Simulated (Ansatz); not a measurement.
# C2H8AlBSi: the cost of one run

Method: RKS PBE0-D4/def2-mTZVP, in Ansatz 0.2.0.

## Step 1: Starting point

Bond lengths: C1–Si2 1.814 Å, Si2–Al3 2.328 Å, Si2–B4 2.040 Å, Si2–C5 1.798 Å, B4–C5 1.556 Å, C1–H6 1.157 Å, C1–H7 1.076 Å, C1–H8 1.139 Å, Al3–H9 1.644 Å, Al3–H10 1.622 Å, B4–H11 1.199 Å, C5–H12 1.120 Å, C5–H13 1.153 Å. Angles (14 of 24 angles, heavy atoms first): C1–Si2–Al3 118.7°, C1–Si2–B4 109.0°, C1–Si2–C5 118.4°, Al3–Si2–B4 105.2°, Al3–Si2–C5 122.3°, B4–Si2–C5 47.3°, Si2–B4–C5 58.1°, Si2–C5–B4 74.5°, Si2–C1–H6 110.7°, Si2–C1–H7 112.9°, Si2–C1–H8 108.9°, Si2–Al3–H9 121.9°, Si2–Al3–H10 121.1°, Si2–B4–H11 148.0°.

As a file:

```xyz
13

C    -1.7084    0.5436    0.4389
Si    0.0356    0.3331   -0.0145
Al    1.6322    0.2670    1.6789
B     0.2523   -1.4258   -1.0239
C     0.4335   -0.0486   -1.7254
H    -1.8554    1.5064    1.0638
H    -2.1028   -0.2953    0.9847
H    -2.3135    0.7412   -0.5058
H     1.2510    0.5861    3.2458
H     3.1945   -0.0178    1.3474
H     0.0917   -2.6136   -1.0426
H     1.5109    0.1287   -1.9739
H    -0.4012    0.2602   -2.4588
```

## Step 2: Relaxing end A

Input file input.yaml:

```yaml
crystal:
  periodic: [false, false, false]
  atoms:
    - { symbol: C, position_ang: [-1.7084, 0.5436, 0.4389] }
    - { symbol: Si, position_ang: [0.0356, 0.3331, -0.0145] }
    - { symbol: Al, position_ang: [1.6322, 0.267, 1.6789] }
    - { symbol: B, position_ang: [0.2523, -1.4258, -1.0239] }
    - { symbol: C, position_ang: [0.4335, -0.0486, -1.7254] }
    - { symbol: H, position_ang: [-1.8554, 1.5064, 1.0638] }
    - { symbol: H, position_ang: [-2.1028, -0.2953, 0.9847] }
    - { symbol: H, position_ang: [-2.3135, 0.7412, -0.5058] }
    - { symbol: H, position_ang: [1.251, 0.5861, 3.2458] }
    - { symbol: H, position_ang: [3.1945, -0.0178, 1.3474] }
    - { symbol: H, position_ang: [0.0917, -2.6136, -1.0426] }
    - { symbol: H, position_ang: [1.5109, 0.1287, -1.9739] }
    - { symbol: H, position_ang: [-0.4012, 0.2602, -2.4588] }
basis:
  gaussian: { orbitals: def2-mTZVP }
hamiltonian:
  xc: pbe0
  dispersion: d4
relax:
  f_tol: 0.015
  max_steps: 40
```

The run is started by

```
ansatz run input.yaml --threads 2 --pin off --max-ram 3072MiB --backend cpu --events-out ev --progress --plain --runs-dir out
```

Q: Estimate wall time and peak memory on 2 threads of Intel Xeon Platinum 8488C (Sapphire Rapids), shared host.

About 76 s, with a peak of 0.32 GiB.
